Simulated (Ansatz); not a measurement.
# Two self-consistent states of CuHBrO

Aim: solve CuHBrO (a borrowed structure type, volume estimated) from each of its saved states, at one geometry and mesh, and see which is lowest and how they differ.

All numbers below are computed with Ansatz 0.2.0 (DFT, PBEsol, spin-orbit coupling, plane waves, PAW).

### Step 1. The system as given

It takes space group P6_3mc (No. 186, hexagonal). Conventional cell: a = 3.545 Å, b = 3.545 Å, c = 9.896 Å, α = 90.00°, β = 90.00°, γ = 120.00°. Cu (site symmetry 3m) has 3 O at 2.20 Å and 3 Br at 2.62 Å as nearest neighbours. O (site symmetry 3m) is surrounded by 1 H at 0.90 Å. Br (site symmetry 3m) is surrounded by 3 H at 2.61 Å and 3 Cu at 2.62 Å. Around H (site symmetry 3m) lie 1 O at 0.90 Å.

Symmetry-reduced, conventional setting; the input below types the cell that was run:

```cif
data_structure
_symmetry_space_group_name_H-M 'P6_3mc'
_symmetry_Int_Tables_number 186
_cell_length_a 3.5449
_cell_length_b 3.5449
_cell_length_c 9.8957
_cell_angle_alpha 90.000
_cell_angle_beta 90.000
_cell_angle_gamma 120.000
_cell_volume 107.69
loop_
_atom_site_label
_atom_site_type_symbol
_atom_site_symmetry_multiplicity
_atom_site_Wyckoff_symbol
_atom_site_fract_x
_atom_site_fract_y
_atom_site_fract_z
_atom_site_occupancy
Cu1 Cu 2 b 0.33333 0.66667 0.00791 1
O1 O 2 a 0.00000 0.00000 0.08920 1
Br1 Br 2 b 0.33333 0.66667 0.34330 1
H1 H 2 a 0.00000 0.00000 0.18000 1
```

The states: A, Cu1 along (0.00, 0.00, 1.00), Cu2 along (0.00, 0.00, -1.00) (spin-orbit spin); B, Cu1 along (0.00, 0.00, 1.00), Cu2 along (0.00, 0.00, 1.00) (spin-orbit spin). Each run reads its own saved solution as saved_state.

### Step 2. State A: the run

File input.yaml:

```yaml
crystal:
  lattice:
    - [3.544873, 0.0, 0.0]
    - [-1.772437, 3.06995, 0.0]
    - [0.0, 0.0, 9.895717]
  atoms:
    - { symbol: Cu, position: [0.3333, 0.6667, 0.00791], spin: 1, spin_axis: [0.0, 0.0, 1.0] }
    - { symbol: Cu, position: [0.6666, 0.3333, 0.50791], spin: -1, spin_axis: [0.0, 0.0, 1.0] }
    - { symbol: O, position: [0.0, 0.0, 0.0892] }
    - { symbol: O, position: [0.0, 0.0, 0.5892] }
    - { symbol: Br, position: [0.3333, 0.6667, 0.3433] }
    - { symbol: Br, position: [0.6666, 0.3333, 0.8433] }
    - { symbol: H, position: [0.0, 0.0, 0.18] }
    - { symbol: H, position: [0.0, 0.0, 0.68] }
kpoints:
  mp_grid: { grid: [6, 6, 2], shift: [0.0, 0.0, 0.5] }
magnetization:
  noncollinear: true
  spin_orbit: true
scf:
  occupations: { method: fermi_dirac }
  lower_state_search: "off"
  max_iter: 200
hamiltonian:
  pseudopotentials: { kind: paw_fr }
  xc: pbesol
basis:
  ecutwfc: 420
  fft_grid_basis: typed
output:
  forces: true
  stress: true
  eigenvalues: true
  bader: true
  populations: true
  elf: true
  write_potential: true
  volumetric_format: npy
  dos:
    e_range: [-12, 8]
    de: 0.05
    projected: { site_lists: { Br: [Br], Cu: [Cu], H: [H], O: [O] } }
    method: { smearing: { sigma: 0.1, scheme: gaussian } }
checkpoint:
  read: saved_state
```

Log (excerpt; [...] marks lines left out):

```text
Warning: output.stress: scf.convergence.dr2_threshold = 1e-7 eV (the SCF's general default) is looser than the 8e-10 eV advised for a printed stress (1e-10 eV for each atom of the cell: 8). What an SCF threshold leaves in a stress goes as its square root, and in the free energy as the [...]
Warning: checkpoint.read: basis.xc_grid differs: saved 1, current 2 (points along each axis for each point of the dense box; where the key is left out runs that use forces, runs that use the stress, dielectric runs by a finite field, finite-displacement phonons, runs of [...]
Warning: RAYON_NUM_THREADS=4 ignored (pool sized by the plan → 4); use --threads N
[...]
Pseudopotentials: kind: paw_fr
Pseudopotential: Cu, paw_fr, valence charge 19, recommended cutoff 420 eV (normal), Cu.paw.azcp#standard-fr
Pseudopotential: O, paw_fr, valence charge 6, recommended cutoff 420 eV (normal), O.paw.azcp#standard-fr
Pseudopotential: Br, paw_fr, valence charge 7, recommended cutoff 420 eV (normal), Br.paw.azcp#standard-fr
Pseudopotential: H, paw_fr, valence charge 1, recommended cutoff 420 eV (normal), H.paw.azcp#standard-fr
Functional definition: PBEsol
[...]
Crystal: 8 atoms, lattice volume = 107.691 Å³
Basis set: ecut = 420 eV, 2091 PW (Γ), exchange–correlation on 48×48×144 points (8 copies of the dense FFT grid, shifted against one another)
Bands: 82, of which v1, the nominal top of the filled ones, is band 66 counted from 1 (65 counted from 0)
Symmetry: 2 space group operations
Magnetic group: BNS 9.37 (UNI 44), of the structure as read, at distance tolerance 4.8e-5 Å
k-points: 42 of 72
Projection manifold: j_resolved (fully-relativistic pseudo-atomic orbitals)
[...]
  site 7: m = (-0.0000, +0.0000, +0.0002) μB, |m| = 0.0002 μB  (R = 0.37 Å)
Free energy (F): -19803.314533 eV
[...]
E sigma→0 (E₀):  -19803.214879 eV
Entropy (-TS):   -0.199307 eV (-24.913 meV/atom)
Fermi energy:    6.125459 eV
[...]
--- Forces (eV/Å), atoms counted from 1 ---
  atom   1  Cu     0.00011550    -0.00028132     0.22767047
  atom   2  Cu     0.00011550     0.00028132     0.22767047
  atom   3  O     -0.00010152     0.00016990    -5.82100947
  atom   4  O     -0.00010152    -0.00016990    -5.82100947
  atom   5  Br    -0.00001905    -0.00019545     0.65350810
  atom   6  Br    -0.00001905     0.00019545     0.65350810
  atom   7  H      0.00001111    -0.00003076     4.93981751
  atom   8  H      0.00001111     0.00003076     4.93981751
[...]
--- Stress (GPa, compression-positive) ---
       -6.661947       0.000000       0.000706
        0.000000      -6.662658       0.000000
        0.000706       0.000000      12.582413
  P = ⅓ Tr σ = -0.2474 GPa (-2.474 kbar)
--- Band table (eV; the first three rows and the last of 42) ---
[...]
--- Löwdin populations: 8 sites ---
  site symbol       q [e]
     0     Cu     18.0745
     1     Cu     18.0745
     2      O      6.8247
     3      O      6.8247
     4     Br      7.2764
     5     Br      7.2764
     6      H      0.6263
     7      H      0.6263
  spilling = 0.006001 (of n_electrons = 66.000000)
--- Bader charges: 8 sites ---
  site symbol  charge [e]  shift [e]  m_x [muB]  m_y [muB]  m_z [muB]
     0     Cu      0.9199     0.0017     0.0000    -0.0001     0.3874
     1     Cu      0.9199     0.0017     0.0000    -0.0001    -0.3874
     2      O     -1.1284     0.0057     0.0000     0.0000     0.1227
     3      O     -1.1284     0.0057     0.0000     0.0000    -0.1227
     4     Br     -0.3764     0.0017     0.0000     0.0000    -0.1881
     5     Br     -0.3764     0.0017     0.0000     0.0000     0.1881
     6      H      0.5849     0.0057     0.0000     0.0000    -0.0014
     7      H      0.5849     0.0057     0.0000     0.0000     0.0014
  estimated error of the sums over rays = 3.0e-4 e
```

Wall time 1.8 min (4 threads of an x86-64 CPU, shared host); peak memory 1.4 GiB.

### Step 3. What state A looks like

Counts of states in windows (eV from the Fermi level; Gaussian smearing of 0.1 eV), total and projected:

```csv
from,to,total,Br p,Cu s,Cu d,O p
-8.0,-7.0,0.22,0.03,0.02,0.01,0.12
-7.0,-6.0,3.78,0.33,0.18,0.17,2.40
-6.0,-5.0,0.15,0.06,0.02,0.01,0.06
-5.0,-4.0,4.48,1.83,0.43,0.47,1.59
-4.0,-3.0,7.70,2.30,0.08,2.33,2.88
-3.0,-2.0,7.15,3.05,0.06,2.67,1.23
-2.0,-1.0,12.26,1.17,0.05,10.12,0.78
-1.0,0.0,6.24,1.90,0.02,3.17,0.99
0.0,1.0,1.98,0.63,0.00,0.92,0.41
1.0,2.0,0.00,0.00,0.00,0.00,0.00
2.0,3.0,0.05,0.00,0.03,0.00,0.00
3.0,4.0,0.33,0.03,0.18,0.00,0.02
4.0,5.0,1.58,0.12,0.81,0.01,0.15
```

By element, from the tables in the log (a charge is positive for electrons lost): Löwdin charges also hold the electrons that the projection spills.

```csv
element,atoms,Bader charge (e),Bader volume (Å³),Löwdin charge (e),"Bader moment, size (μB)"
Cu,2,+0.92,11.7,+0.93,0.39
O,2,-1.13,14.2,-0.83,0.12
Br,2,-0.38,26.1,-0.28,0.19
H,2,+0.58,1.8,+0.37,0.00
```

The Löwdin projection spills 0.6 % of the electrons and depends on the orbitals chosen; where it disagrees with Bader's partition, neither is an observable.

The main site moments: Cu1 along (0.00, 0.00, 1.00), Cu2 along (0.00, 0.00, -1.00).

### Step 4. Run from state B

input.yaml, as its differences from that of step 2:

```diff
@@ -7,3 +7,3 @@
     - { symbol: Cu, position: [0.3333, 0.6667, 0.00791], spin: 1, spin_axis: [0.0, 0.0, 1.0] }
-    - { symbol: Cu, position: [0.6666, 0.3333, 0.50791], spin: -1, spin_axis: [0.0, 0.0, 1.0] }
+    - { symbol: Cu, position: [0.6666, 0.3333, 0.50791], spin: 1, spin_axis: [0.0, 0.0, 1.0] }
     - { symbol: O, position: [0.0, 0.0, 0.0892] }
@@ -16,2 +16,13 @@
   mp_grid: { grid: [6, 6, 2], shift: [0.0, 0.0, 0.5] }
+  band_path:
+    path:
+      - [0.0, 0.0, 0.0]
+      - [0.5, -1.0e-08, 0.0]
+      - [0.33333334, 0.33333332, 0.0]
+      - [0.0, 0.0, 0.0]
+      - [0.0, 0.0, 0.5]
+      - [0.5, -1.0e-08, 0.5]
+      - [0.33333334, 0.33333332, 0.5]
+      - [0.0, 0.0, 0.5]
+    npoints: 7
 magnetization:
```

Log (excerpt; [...] marks lines left out):

```text
Warning: output.stress: scf.convergence.dr2_threshold = 1e-7 eV (the SCF's general default) is looser than the 8e-10 eV advised for a printed stress (1e-10 eV for each atom of the cell: 8). What an SCF threshold leaves in a stress goes as its square root, and in the free energy as the [...]
Warning: checkpoint.read: basis.xc_grid differs: saved 1, current 2 (points along each axis for each point of the dense box; where the key is left out runs that use forces, runs that use the stress, dielectric runs by a finite field, finite-displacement phonons, runs of [...]
Warning: RAYON_NUM_THREADS=4 ignored (pool sized by the plan → 4); use --threads N
[...]
[... 6 set-up lines as earlier in the session ...]
[...]
  atom   7  H      0.00000497    -0.00003376     4.94248543
  atom   8  H      0.00000497     0.00003376     4.94248543
[...]
--- Stress (GPa, compression-positive) ---
       -6.606603       0.000000       0.000650
        0.000000      -6.607368       0.000000
        0.000650       0.000000      12.514289
  P = ⅓ Tr σ = -0.2332 GPa (-2.332 kbar)
--- Band table (eV; the first three rows and the last of 36) ---
[...]
--- Löwdin populations: 8 sites ---
  site symbol       q [e]
     0     Cu     18.0721
     1     Cu     18.0721
     2      O      6.8253
     3      O      6.8253
     4     Br      7.2779
     5     Br      7.2779
     6      H      0.6264
     7      H      0.6264
  spilling = 0.006011 (of n_electrons = 66.000000)
--- Bader charges: 8 sites ---
  site symbol  charge [e]  shift [e]  m_x [muB]  m_y [muB]  m_z [muB]
     0     Cu      0.9220     0.0016     0.0000     0.0000     0.4349
     1     Cu      0.9220     0.0016     0.0000     0.0000     0.4349
     2      O     -1.1291     0.0056     0.0000     0.0000     0.1597
     3      O     -1.1291     0.0056     0.0000     0.0000     0.1597
     4     Br     -0.3778     0.0017     0.0000     0.0000     0.2232
     5     Br     -0.3778     0.0017     0.0000     0.0000     0.2232
     6      H      0.5849     0.0057     0.0000     0.0000    -0.0004
     7      H      0.5849     0.0057     0.0000     0.0000    -0.0004
  estimated error of the sums over rays = 3.0e-4 e
```

It took 1.7 min on 4 threads of an x86-64 CPU, shared host; peak memory 1.4 GiB.

### Step 5. State B: levels and charges

Counts of states in windows (eV from the Fermi level; Gaussian smearing of 0.1 eV), total and projected:

```csv
from,to,total,Br p,Cu s,Cu d,O p
-8.0,-7.0,0.24,0.03,0.02,0.01,0.14
-7.0,-6.0,3.76,0.33,0.18,0.17,2.39
-6.0,-5.0,0.19,0.08,0.03,0.01,0.07
-5.0,-4.0,4.49,1.82,0.42,0.50,1.61
-4.0,-3.0,7.88,2.38,0.09,2.41,2.88
-3.0,-2.0,6.95,2.94,0.05,2.64,1.17
-2.0,-1.0,12.57,1.27,0.05,10.25,0.84
-1.0,0.0,5.77,1.79,0.02,2.88,0.94
0.0,1.0,2.12,0.66,0.00,1.00,0.43
1.0,2.0,0.00,0.00,0.00,0.00,0.00
2.0,3.0,0.05,0.00,0.03,0.00,0.00
3.0,4.0,0.33,0.03,0.17,0.00,0.02
4.0,5.0,1.58,0.12,0.80,0.01,0.15
```

Gathered by element (positive charge: electrons given up): Löwdin charges also hold the electrons that the projection spills.

```csv
element,atoms,Bader charge (e),Bader volume (Å³),Löwdin charge (e),"Bader moment, size (μB)"
Cu,2,+0.92,11.7,+0.93,0.43
O,2,-1.13,14.2,-0.83,0.16
Br,2,-0.38,26.1,-0.28,0.22
H,2,+0.58,1.8,+0.37,0.00
```

Löwdin charges rest on a small set of atomic orbitals that misses 0.6 % of the electrons, so they need not add up to the cell's charge and can differ from Bader's even in sign.

The main site moments: Cu1 along (0.00, 0.00, 1.00), Cu2 along (0.00, 0.00, 1.00).

### Step 6. Comparison

```csv
state,free energy (meV/atom),largest site moment (μB),size of the net moment (μB/cell),gap (eV),pressure (GPa),largest force (eV/Å),SCF cycles
A,1.5,0.39,0.00,metal,-0.2,5.82,14
B,0.0,0.44,1.63,metal,-0.2,5.82,13
```

State B wins by 1.5 meV per atom over A. The atoms are far from rest (forces to 5.8 eV/Å), so order and character hold for this geometry alone. Every run converged, so convergence alone does not show that a state is the lowest.

Caveats: a 3d oxide or halide that comes out metallic without a U or exact exchange, which may be an insulator in nature; the k mesh is coarse for a cell without a gap; the SCF threshold is loose for a stress.
